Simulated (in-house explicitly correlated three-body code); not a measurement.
**Cr²²⁺: exact states and exact Kohn–Sham parts**

Aim: the lowest states of Cr²²⁺ to near-exact accuracy, with their sizes and correlation, then the exact Kohn–Sham parts of the ground state and the errors of common functionals.

Method: two electrons, non-relativistic, variational in exponentially correlated functions. Code: in-house explicitly correlated three-body code version 1.

## 1. What is computed

* charge of the centre: +24
* mass of the centre: infinite
* interactions: Coulomb
* basis: 260 functions exp(−a r1 − b r2 − g r12) a state, exponent ranges optimised
* units: hartree and bohr; relativity and QED are left out

## 2. Input and results

Settings:

```ini
Z = 24.0
interaction_strength = 1.0
functions = 260
states_tried = 13
```

The run is started by

```console
> python run_hyl.py task.json out
```

Results of the run (chosen fields of its result record, rounded):

```text
status: converged
states [hartree, bohr]:
  - {"name": "1 1S", "E": -561.1573049413, "change": 3.2e-07, "T": 561.1573045, "inv_r": 23.68750747, "inv_r12": 14.68574916, "r": 0.0634937305, "r2": 0.00538606542, "r12": 0.0929647883, "r12_2": 0.0108283173, "cos": -0.005547127, "p1p2": 3.0819248, "d1": 4279.267, "d12": 506.95}
  - {"name": "2 3S", "E": -355.5373304014, "change": 1.4e-09, "T": 355.5373305, "inv_r": 14.90603118, "inv_r12": 4.414835656, "r": 0.159200508, "r2": 0.0407788479, "r12": 0.2666221, "r12_2": 0.0816303301, "cos": -0.001931371, "p1p2": 0.24592509, "d1": 2456.03, "d12": 0.0}
  - {"name": "2 3P", "E": -354.6562412773, "change": 1.6e-08, "T": 354.65624098, "inv_r": 14.88712093, "inv_r12": 5.269322345, "r": 0.138961406, "r2": 0.0304570537, "r12": 0.230848809, "r12_2": 0.0628512031, "cos": -0.07602351, "p1p2": -41.540675, "d1": 2192.744, "d12": 0.0}
  - {"name": "2 1S", "E": -354.550335861, "change": 1.5e-07, "T": 354.55033307, "inv_r": 14.88409576, "inv_r12": 5.335927434, "r": 0.160841374, "r2": 0.041790417, "r12": 0.266408954, "r12_2": 0.0837118804, "cos": -0.003217394, "p1p2": 0.27723847, "d1": 2450.136, "d12": 95.631}
  - {"name": "2 1P", "E": -353.9190758286, "change": 1e-07, "T": 353.9190748, "inv_r": 14.87008857, "inv_r12": 5.926100495, "r": 0.140292397, "r2": 0.0311403504, "r12": 0.222940108, "r12_2": 0.060590479, "cos": 0.06724908, "p1p2": 41.037061, "d1": 2201.962, "d12": 29.465}
  - {"name": "3 3S", "E": -317.7831415683, "change": 3.8e-08, "T": 317.78314129, "inv_r": 13.28647162, "inv_r12": 2.18435474, "r": 0.320990897, "r2": 0.193268145, "r12": 0.58402963, "r12_2": 0.386583486, "cos": -0.0006657649, "p1p2": 0.073410371, "d1": 2275.202, "d12": 0.0}
  - {"name": "3 3P", "E": -317.5389489723, "change": 7.3e-08, "T": 317.53894868, "inv_r": 13.2811833, "inv_r12": 2.418900851, "r": 0.301541514, "r2": 0.170935004, "r12": 0.546145602, "r12_2": 0.342230782, "cos": -0.01761291, "p1p2": -9.4716935, "d1": 2198.342, "d12": 0.0}
  - {"name": "3 1S", "E": -317.5230386493, "change": 1.6e-07, "T": 317.52303366, "inv_r": 13.28070447, "inv_r12": 2.427742098, "r": 0.323363604, "r2": 0.196467132, "r12": 0.587975721, "r12_2": 0.392994673, "cos": -0.001030511, "p1p2": 0.090258698, "d1": 2273.948, "d12": 27.62}
  - {"name": "3 1P", "E": -317.3401752063, "change": 1.8e-07, "T": 317.34017415, "inv_r": 13.27665461, "inv_r12": 2.599072011, "r": 0.303410526, "r2": 0.173286163, "r12": 0.547681898, "r12_2": 0.34631817, "cos": 0.01554869, "p1p2": 9.6473379, "d1": 2200.324, "d12": 9.3225}
  - {"name": "4 3S", "E": -304.6943003852, "change": 3.2e-07, "T": 304.69426048, "inv_r": 12.72235128, "inv_r12": 1.284300719, "r": 0.548000658, "r2": 0.603376772, "r12": 1.03603225, "r12_2": 1.20678355, "cos": -0.0002931123, "p1p2": 0.031015295, "d1": 2231.617, "d12": 0.0}
  - {"name": "4 3P", "E": -304.5935709028, "change": 3.1e-08, "T": 304.59356914, "inv_r": 12.72016268, "inv_r12": 1.380668765, "r": 0.529323696, "r2": 0.565358107, "r12": 0.999066734, "r12_2": 1.1308566, "cos": -0.006866181, "p1p2": -3.6705007, "d1": 2199.44, "d12": 0.0}
  - {"name": "4 1S", "E": -304.5888455403, "change": 5e-07, "T": 304.58880345, "inv_r": 12.7200119, "inv_r12": 1.382922173, "r": 0.551148644, "r2": 0.610816148, "r12": 1.04201832, "r12_2": 1.22166738, "cos": -0.0004453757, "p1p2": 0.039313768, "d1": 2231.175, "d12": 11.534}
  - {"name": "4 1P", "E": -304.5123554557, "change": 3.6e-07, "T": 304.51235525, "inv_r": 12.71831929, "inv_r12": 1.454615026, "r": 0.531791806, "r2": 0.570983015, "r12": 1.00317325, "r12_2": 1.14188966, "cos": 0.006043226, "p1p2": 3.7732096, "d1": 2200.18, "d12": 4.0081}
threshold [hartree]: -288.0
transitions:
  - ["1 1S", "2 1P", 207.23823, 0.005698672]
  - ["1 1S", "3 1P", 243.81713, 0.0009537321]
  - ["1 1S", "4 1P", 256.64495, 0.0003352422]
  - ["2 1S", "2 1P", 0.63126003, 0.05111086]
  - ["2 1S", "3 1P", 37.210161, 0.01673135]
  - ["2 1S", "4 1P", 50.03798, 0.002995196]
  - ["3 1S", "2 1P", -36.396037, 0.001885981]
  - ["3 1S", "3 1P", 0.18286344, 0.3067045]
  - ["3 1S", "4 1P", 13.010683, 0.05294607]
  - ["4 1S", "2 1P", -49.33023, 0.0003086259]
  - ["4 1S", "3 1P", -12.75133, 0.01251973]
  - ["4 1S", "4 1P", 0.076490085, 1.02195]
  - ["2 3S", "2 3P", 0.88108912, 0.05000678]
  - ["2 3S", "3 3P", 37.998381, 0.01605064]
  - ["2 3S", "4 3P", 50.943759, 0.002902924]
  - ["3 3S", "2 3P", -36.8731, 0.0018779]
  - ["3 3S", "3 3P", 0.2441926, 0.3025559]
  - ["3 3S", "4 3P", 13.189571, 0.05119069]
  - ["4 3S", "2 3P", -49.961941, 0.00030452]
  - ["4 3S", "3 3P", -12.844649, 0.01266446]
  - ["4 3S", "4 3P", 0.10072948, 1.011747]
polarisability [au]:
  1 1S: {"alpha": 2.882744e-05, "c6": 1.48496e-07, "f_sum": 2.0}
  2 1S: {"alpha": 0.05439415, "c6": 0.0014272, "f_sum": 2.000066}
  2 3S: {"alpha": 0.03823171, "c6": 0.000990101, "f_sum": 2.000058}
kohn_sham [hartree]: {"Ts": 561.111489, "hartree": 29.5555691, "Ex": -14.7777846, "Tc": 0.0458156988, "Uc": -0.0920353978, "Ec": -0.0462196991, "norm": 1.99999986}
hartree_fock [hartree]: [-561.11104796, -273.166595]
```

«change» is the move of the energy from 170 to 260 functions; states that moved too far are left out. d1 and d12 are the expectation values of δ(r1) and δ(r12).

Wall time 43 s (1 thread of AMD EPYC 7R43 (Zen 3), shared host).

## 3. The bound states

Binding counts from the one-electron threshold at -288.000000 hartree:

```tsv
state	binding (eV)	excitation (eV)	quantum defect	⟨r⟩	⟨r12⟩ (bohr)	⟨cos θ12⟩
1 ¹S	7432.99	0	0.016	0.06349	0.09296	-0.0055
2 ³S	1837.78	5595.20	0.021	0.1592	0.2666	-0.0019
2 ³P	1813.81	5619.18	0.008	0.1390	0.2308	-0.0760
2 ¹S	1810.93	5622.06	0.006	0.1608	0.2664	-0.0032
2 ¹P	1793.75	5639.24	-0.003	0.1403	0.2229	0.0672
3 ³S	810.441	6622.55	0.020	0.3210	0.5840	-0.0007
3 ³P	803.796	6629.19	0.008	0.3015	0.5461	-0.0176
3 ¹S	803.363	6629.63	0.007	0.3234	0.5880	-0.0010
3 ¹P	798.387	6634.60	-0.002	0.3034	0.5477	0.0155
4 ³S	454.275	6978.71	0.020	0.5480	1.036	-0.0003
4 ³P	451.534	6981.45	0.008	0.5293	0.9991	-0.0069
4 ¹S	451.405	6981.58	0.007	0.5511	1.042	-0.0004
4 ¹P	449.324	6983.66	-0.002	0.5318	1.003	0.0060
```

## 4. Electric-dipole lines

Oscillator strengths from the S state (negative where P lies lower) and rates of the upper state's decay:

```tsv
S	P	E(P) − E(S) (eV)	f	rate (1/s)
1 ¹S	2 ¹P	5639.2	0.7873	3.621e+14
1 ¹S	3 ¹P	6634.6	0.1550	9.870e+13
1 ¹S	4 ¹P	6983.7	0.05736	4.046e+13
2 ¹S	2 ¹P	17.177	0.02151	9.180e+07
2 ¹S	3 ¹P	1012.5	0.4151	6.155e+12
2 ¹S	4 ¹P	1361.6	0.09992	2.679e+12
3 ¹S	2 ¹P	-990.39	-0.04576	1.948e+12
3 ¹S	3 ¹P	4.9760	0.03739	1.339e+07
3 ¹S	4 ¹P	354.04	0.4592	8.326e+11
4 ¹S	2 ¹P	-1342.3	-0.01015	7.936e+11
4 ¹S	3 ¹P	-346.98	-0.1064	5.560e+11
4 ¹S	4 ¹P	2.0814	0.05211	3.265e+06
2 ³S	2 ³P	23.976	0.02937	2.442e+08
2 ³S	3 ³P	1034.0	0.4066	6.288e+12
2 ³S	4 ³P	1386.3	0.09859	2.740e+12
3 ³S	2 ³P	-1003.4	-0.04616	2.017e+12
3 ³S	3 ³P	6.6448	0.04925	3.146e+07
3 ³S	4 ³P	358.91	0.4501	8.387e+11
4 ³S	2 ³P	-1359.5	-0.01014	8.135e+11
4 ³S	3 ³P	-349.52	-0.1084	5.749e+11
4 ³S	4 ³P	2.7410	0.06794	7.383e+06
```

## 5. The exact density, inverted

With two electrons in one orbital the density fixes the Kohn–Sham potential directly; exchange is minus half the Hartree term. On a radial grid:

```tsv
r (bohr)	4πr²n	v_x	pair density 4πr12²h	Coulomb hole
0.00167	0.2768	-23.66	0.01778	-7.30e-04
0.00223	0.4806	-23.64	0.03169	-0.00128
0.00299	0.8330	-23.61	0.05692	-0.00226
0.00401	1.427	-23.56	0.1022	-0.00396
0.00537	2.397	-23.46	0.1826	-0.00685
0.00719	3.938	-23.30	0.3252	-0.0117
0.00963	6.286	-23.02	0.5759	-0.0194
0.0129	9.646	-22.58	1.009	-0.0312
0.0173	14.06	-21.89	1.741	-0.0478
0.0232	19.07	-20.83	2.908	-0.0674
0.031	23.48	-19.36	4.591	-0.0835
0.0416	25.55	-17.37	6.729	-0.0831
0.0557	23.47	-14.96	8.690	-0.0527
0.0746	17.22	-12.31	9.351	0.00205
0.0999	9.360	-9.708	7.733	0.0436
0.134	3.384	-7.406	4.393	0.0394
0.179	0.7290	-5.580	1.512	0.0128
0.24	0.07491	-4.166	0.2539	5.14e-04
```

The last two columns are read against r12, and the hole is the exact less the Kohn–Sham pair density.

## 6. Functionals against the exact answer

Errors in millihartree. The functional-driven error is that on the exact density; the rest comes from the functional's own density. Hybrids were run self-consistently alone, so they have no split; a dash in a self-consistent column means that the top level came out unbound:

| functional | exchange | correlation | functional-driven | density-driven | total, self-consistent | top level + binding (eV) |
| --- | --- | --- | --- | --- | --- | --- |
| LDA VWN5 | +2099.1 | -207.8 | +1891.3 | -2.8 | +1888.5 | +167.31 |
| LDA PW92 | +2099.1 | -206.9 | +1892.2 | -2.8 | +1889.4 | +167.32 |
| PBE | +302.0 | -2.1 | +300.0 | -1.5 | +298.5 | +149.60 |
| PBEsol | +930.5 | -16.8 | +913.8 | -1.5 | +912.3 | +157.20 |
| BLYP | +122.2 | -3.7 | +118.6 | -1.3 | +117.3 | +147.52 |
| RPBE | +53.5 | -2.1 | +51.5 | -1.5 | +50.0 | +147.68 |
| PW91 | +257.9 | -23.1 | +234.8 | -1.5 | +233.3 | +148.20 |
| BP86 | +122.2 | -116.2 | +6.0 | -1.1 | +4.9 | +146.68 |
| OLYP | +85.0 | -3.7 | +81.3 | -1.1 | +80.2 | +147.32 |
| AM05 | +1624.9 | -174.4 | +1450.5 | -1.9 | +1448.6 | +164.29 |
| TPSS | -3.5 | -3.0 | -6.5 | -0.4 | -6.9 | +137.53 |
| revTPSS | -2.8 | -4.9 | -7.7 | -0.2 | -7.9 | +135.45 |
| SCAN | -3.9 | +1.0 | -2.9 | -0.3 | -3.2 | +131.96 |
| r2SCAN | -3.9 | +1.0 | -2.9 | -0.3 | -3.2 | +131.96 |
| M06-L | -167.2 | -26.0 | -193.1 | -2.3 | -195.5 | +130.83 |
| PBE0 | – | – | – | – | +223.7 | +111.92 |
| B3LYP (VWN-RPA) | – | – | – | – | +204.1 | +118.92 |
| HSE06 | – | – | – | – | +207.4 | +112.23 |
| ωB97X | – | – | – | – | -557.1 | +117.76 |
| r2SCAN0 | – | – | – | – | -2.1 | +98.75 |

## 7. Outcome

| quantity | value |
| --- | --- |
| ground-state energy | -561.15730494 hartree |
| binding of the second electron | 7433.0 eV |
| ⟨r12⟩, ⟨cos θ12⟩ | 0.09296 bohr, -0.0055 |
| resonance line 1 ¹S–2 ¹P | 5639.2 eV, f = 0.7873 |
| polarisability of the ground state | 2.8827e-05 bohr³ |
| Ts, Ex, Ec (Kohn–Sham) | 561.11149, -14.77778, -0.04622 hartree |
| exact less Hartree–Fock | -0.04626 hartree |

The second electron is bound by 7433 eV, and the mean cosine of -0.006 shows the electrons leaning only slightly to opposite sides. The virial ratio −T/E is 1.0000000, where an exact Coulomb state gives 1. Exchange puts 2 ³S 26.9 eV under 2 ¹S. On the exact density SCAN errs least (-2.9 millihartree) and LDA PW92 most (+1892.2). Self-consistent top levels of the semilocal functionals lie +130.8 to +167.3 eV from minus the binding energy, the exact Kohn–Sham level. For so high a charge relativity is large, so this is a model system.
